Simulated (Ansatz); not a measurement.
# C3H12AlAs: the cost of one run

The runs use Ansatz 0.2.0, Gaussian basis; RKS PBE0-D4/def2-TZVP.

Plan: relaxation at PBE-D4/def2-SVP; relaxation at PBE0-D4/def2-TZVP.

1 further run of the same task is left out (set aside as unsound or not needed).

### 1 Starting geometry

SMILES `[CH3][Al-]([CH3])([CH3])[AsH3+]`, 17 atoms, charge 0, spin multiplicity 1.

Atoms are counted from 1 here; the program's logs count them from 0.

Bond lengths: C1–Al2 1.958 Å, C1–H6 1.060 Å, C1–H7 1.154 Å, C1–H8 1.113 Å, Al2–C3 1.959 Å, Al2–C4 1.967 Å, Al2–As5 2.426 Å, C3–H9 1.098 Å, C3–H10 1.147 Å, C3–H11 1.112 Å, C4–H12 1.126 Å, C4–H13 1.027 Å, C4–H14 1.193 Å, As5–H15 1.548 Å, As5–H16 1.545 Å, As5–H17 1.598 Å. Angles: Al2–C1–H6 114.3°, Al2–C1–H7 109.2°, Al2–C1–H8 110.5°, H6–C1–H7 108.2°, H6–C1–H8 109.4°, H7–C1–H8 104.8°, C1–Al2–C3 108.3°, C1–Al2–C4 108.9°, C1–Al2–As5 111.0°, C3–Al2–C4 107.8°, C3–Al2–As5 109.5°, C4–Al2–As5 111.3°, Al2–C3–H9 112.6°, Al2–C3–H10 110.9°, Al2–C3–H11 111.5°, H9–C3–H10 106.2°, H9–C3–H11 108.6°, H10–C3–H11 106.7° and more.

As a file:

```xyz
17
charge 0, multiplicity 1
C    -0.0258    0.6258   -1.9111
Al    0.0812   -0.0628   -0.0808
C     1.8498    0.3739    0.6392
C    -0.0832   -2.0228   -0.1283
As   -1.6305    0.9300    1.3225
H     0.7061    0.2331   -2.5690
H     0.0869    1.7737   -1.8912
H    -1.0394    0.4465   -2.3356
H     2.6664   -0.0640    0.0495
H     1.9706   -0.0339    1.7046
H     2.0046    1.4737    0.6990
H    -0.0500   -2.4303    0.9212
H     0.5744   -2.4593   -0.7857
H    -1.1866   -2.2601   -0.5152
H    -2.4811    1.9174    0.4863
H    -2.5386   -0.1672    1.9201
H    -0.9239    1.7258    2.5147
```

The start is a force-field geometry with small random shifts, so a cheaper pass at PBE-D4/def2-SVP comes first.

### 2 Optimising with PBE-D4/def2-SVP (cheap first pass)

in.yaml

```yaml
crystal:
  periodic: [false, false, false]
  atoms:
    - {symbol: C, position_ang: [-0.025800, 0.625800, -1.911100]}
    - {symbol: Al, position_ang: [0.081200, -0.062800, -0.080800]}
    - {symbol: C, position_ang: [1.849800, 0.373900, 0.639200]}
    - {symbol: C, position_ang: [-0.083200, -2.022800, -0.128300]}
    - {symbol: As, position_ang: [-1.630500, 0.930000, 1.322500]}
    - {symbol: H, position_ang: [0.706100, 0.233100, -2.569000]}
    - {symbol: H, position_ang: [0.086900, 1.773700, -1.891200]}
    - {symbol: H, position_ang: [-1.039400, 0.446500, -2.335600]}
    - {symbol: H, position_ang: [2.666400, -0.064000, 0.049500]}
    - {symbol: H, position_ang: [1.970600, -0.033900, 1.704600]}
    - {symbol: H, position_ang: [2.004600, 1.473700, 0.699000]}
    - {symbol: H, position_ang: [-0.050000, -2.430300, 0.921200]}
    - {symbol: H, position_ang: [0.574400, -2.459300, -0.785700]}
    - {symbol: H, position_ang: [-1.186600, -2.260100, -0.515200]}
    - {symbol: H, position_ang: [-2.481100, 1.917400, 0.486300]}
    - {symbol: H, position_ang: [-2.538600, -0.167200, 1.920100]}
    - {symbol: H, position_ang: [-0.923900, 1.725800, 2.514700]}
basis:
  gaussian: {orbitals: def2-SVP}
hamiltonian: {xc: pbe, dispersion: d4}
relax: {f_tol: 0.03, max_steps: 200}
```

The run is started by

```bash
$ ansatz run in.yaml --threads 8 --pin off --events-out ev --progress --plain --max-ram 20889MiB
```

**Question.** How long does this run take on 8 threads of Intel Xeon at 2.50GHz, shared host, and how much memory does it need?

About 65 s, with a peak of 0.26 GiB.
